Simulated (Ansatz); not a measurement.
# MnO: the cost of one run

Method: DFT PBE+U (U_eff = 3.9 eV on Mn 3d), scalar-relativistic, plane waves, PAW, in Ansatz 0.2.0.

These runs use a low cutoff (300 eV) and a coarse mesh on purpose, to show what cheap settings give: their numbers aren't properties of the material.

## Step 1: The starting structure

It takes space group R-3m (No. 166, trigonal). The conventional cell has a = 3.149 Å, b = 3.149 Å, c = 7.591 Å, α = 90.00°, β = 90.00°, γ = 120.00°. Mn (site symmetry -3m) is surrounded by 6 O at 2.22 Å. O (site symmetry -3m) has 6 Mn at 2.22 Å as nearest neighbours.

As a file:

```xyz
2
Lattice="1.5746 0.9091 2.5305 -1.5746 0.9091 2.5305 0.0000 -1.8182 2.5305" Properties=species:S:1:pos:R:3 pbc="T T T"
Mn    1.5746    0.9091    2.5305
O     0.0000    0.0000    3.7957
```

The moments start at Mn 5.00 μB.

## Step 2: First run, at the start cell

input.yaml

```yaml
crystal:
  lattice:
    - [1.57461, 0.90910151, 2.53046667]
    - [-1.57461, 0.90910151, 2.53046667]
    - [0.0, -1.81820301, 2.53046667]
  atoms:
    - { symbol: Mn, position: [1.0, 0.0, 0.0], spin: 5.0 }
    - { symbol: O, position: [0.5, 0.5, 0.5] }
basis:
  ecutwfc: 300
  ecutrho_ratio: 4
kpoints:
  mp_grid: { grid: [5, 5, 5] }
hamiltonian:
  xc: pbe
  hubbard: { sites: [{ species: Mn, l: d, u_eff: 3.9 }] }
scf:
  occupations: { method: gaussian, width: 0.05 }
output:
  forces: true
  stress: true
  eigenvalues: true
  populations: true
  hubbard: { sites: [{ species: Mn, l: d }] }
magnetization:
  spin_polarized: true
```

Run with:

```sh
> ansatz run input.yaml --threads 1 --pin off --max-ram 2560MiB --backend cpu --events-out ev --progress --plain --runs-dir out
```

Q: Estimate wall time and peak memory on 1 thread of Intel Xeon Platinum 8375C at 2.90GHz (Ice Lake), shared host.

About 2 s, with a peak of 0.34 GiB.
